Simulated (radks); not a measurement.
# Ionisation of Ag⁺: one atom, several choices of functional

The task here is to estimate one member of a computed series from the others.

Method: scalar-relativistic Kohn-Sham, spin-polarised, spherical densities, point nucleus; open shells are filled with parallel spins first. Code: radks (a radial shooting solver on a logarithmic mesh, Libxc functionals) version 1.

4 further runs of the same task are left out: 4 set aside as unsound or not needed.

**The system**

- element: silver (Z = 47)
- charge: +1
- electrons: 46
- configuration: [Kr] 4d10
- ion: Ag²⁺, [Kr] 4d9
- choices: exchange-only PBE; B86b exchange with PBE correlation; Wu-Cohen GGA; HCTH/407

Outer shells as boxes (Hund's rule):

Ag⁺
```
[Kr] core
4d [↑↓][↑↓][↑↓][↑↓][↑↓]
```

Ag²⁺
```
[Kr] core
4d [↑↓][↑↓][↑↓][↑↓][↑ ]
```

The first run:

The run's settings:

```text
Z 47
configuration [Kr] 4d10
relativity scalar-relativistic
functional pbe,
spin polarised
nucleus point
c 137.035999084
```

Steps of the session up to this table: exchange-only PBE: Ag⁺; exchange-only PBE: Ag²⁺; B86b exchange with PBE correlation: Ag⁺; B86b exchange with PBE correlation: Ag²⁺; Wu-Cohen GGA: Ag⁺; Wu-Cohen GGA: Ag²⁺; HCTH/407: Ag⁺; HCTH/407: Ag²⁺.

One table of the session follows, with a row left open; its other results are not shown here.

| functional | Δ-SCF (eV) | −ε(HOMO) (eV) | <r> HOMO (bohr) |
| --- | --- | --- | --- |
| exchange-only PBE | 20.827 | 14.634 | 1.400 |
| B86b exchange with PBE correlation | 21.955 | 15.662 | 1.387 |
| Wu-Cohen GGA | 21.945 | 15.652 | 1.386 |
| HCTH/407 | ? | ? | ? |

Estimate the missing values for HCTH/407.

As computed: Δ-SCF (eV): 22.314; −ε(HOMO) (eV): 15.977; <r> HOMO (bohr): 1.373. In the column «Δ-SCF (eV)» it is the highest.

Open shells are spherical and high-spin; term and fine-structure splittings are not resolved.
